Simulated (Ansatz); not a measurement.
**AlV3N4: what a guessed cell relaxes into**

Where does this trial cell of AlV3N4 go when cell and atoms are let free?

Program: Ansatz 0.2.0. Level of theory: DFT PBE, scalar-relativistic, plane waves, PAW. These are calculated values, not measurements.

### Step 1. Starting point

It takes space group P-43m (No. 215, cubic). The conventional cell has a = 4.616 Å, b = 4.616 Å, c = 4.616 Å, α = 90.00°, β = 90.00°, γ = 90.00°. Around Al (site symmetry -43m) lie 4 N at 2.00 Å. V (site symmetry -42m) is surrounded by 4 N at 2.00 Å. N (site symmetry 3m) has 1 Al at 2.00 Å and 3 V at 2.00 Å as nearest neighbours.

Structure file:

```
Al V N
1.0
     4.61606    0.00000    0.00000
     0.00000    4.61606    0.00000
     0.00000    0.00000    4.61606
Al V N
1 3 4
Direct
  0.50000 0.50000 0.50000
  0.50000 0.00000 0.00000
  0.00000 0.00000 0.50000
  0.00000 0.50000 0.00000
  0.75000 0.25000 0.75000
  0.75000 0.75000 0.25000
  0.25000 0.25000 0.25000
  0.25000 0.75000 0.75000
```

The start is an ordering of an alloy on its end members' structure types: elements ordered on the sites of the AlN type, V/Al on Al (P-43m, No. 215).

### Step 2. Probe: one point on a coarse mesh

input.yaml reads:

```yaml
crystal:
  lattice:
    - [4.61606065, 0.0, 0.0]
    - [0.0, 4.61606065, 0.0]
    - [0.0, 0.0, 4.61606065]
  atoms:
    - { symbol: Al, position: [0.5, 0.5, 0.5] }
    - { symbol: V, position: [0.5, 0.0, 0.0], spin: 2.0 }
    - { symbol: V, position: [0.0, 0.0, 0.5], spin: 2.0 }
    - { symbol: V, position: [0.0, 0.5, 0.0], spin: 2.0 }
    - { symbol: "N", position: [0.75, 0.25, 0.75] }
    - { symbol: "N", position: [0.75, 0.75, 0.25] }
    - { symbol: "N", position: [0.25, 0.25, 0.25] }
    - { symbol: "N", position: [0.25, 0.75, 0.75] }
basis:
  ecutwfc: 420
kpoints:
  mp_grid: { grid: [4, 4, 4] }
hamiltonian:
  xc: pbe
scf:
  occupations: { method: gaussian, width: 0.1 }
  lower_state_search: "off"
output:
  forces: true
  stress: true
  eigenvalues: true
  populations: true
magnetization:
  spin_polarized: true
```

The run is started by

```
ansatz run input.yaml --threads 1 --pin off --max-ram 2560MiB --backend cpu --events-out ev --progress --plain --runs-dir out
```

The session goes on with these runs: rough relaxation on the coarse mesh; final relaxation.

**Question.** What will these runs give? Wanted: conventional cell; volume; energy over the elements; gap on the mesh.

As calculated:

| quantity | value |
| --- | --- |
| symmetry at the end (tolerance 0.05 Å) | space group P-43m (No. 215) |
| conventional cell | a = 4.427 Å, b = 4.427 Å, c = 4.427 Å, α = 90.00°, β = 90.00°, γ = 90.00° |
| volume | 10.85 Å³/atom |
| energy over the elements (uncorrected; H, N, O, F and Cl as molecules) | -0.83 eV/atom |
| gap on the mesh | none (metal) |

The space group P-43m (No. 215) is kept, and the volume per atom shrinks by 11.8 % from the first guess. A negative formation energy is needed for stability but isn't enough; other structures and compounds were not set against it here. No finished test with a distortion of lower symmetry is shown, so the end may be a saddle point. Other magnetic orders were not searched.
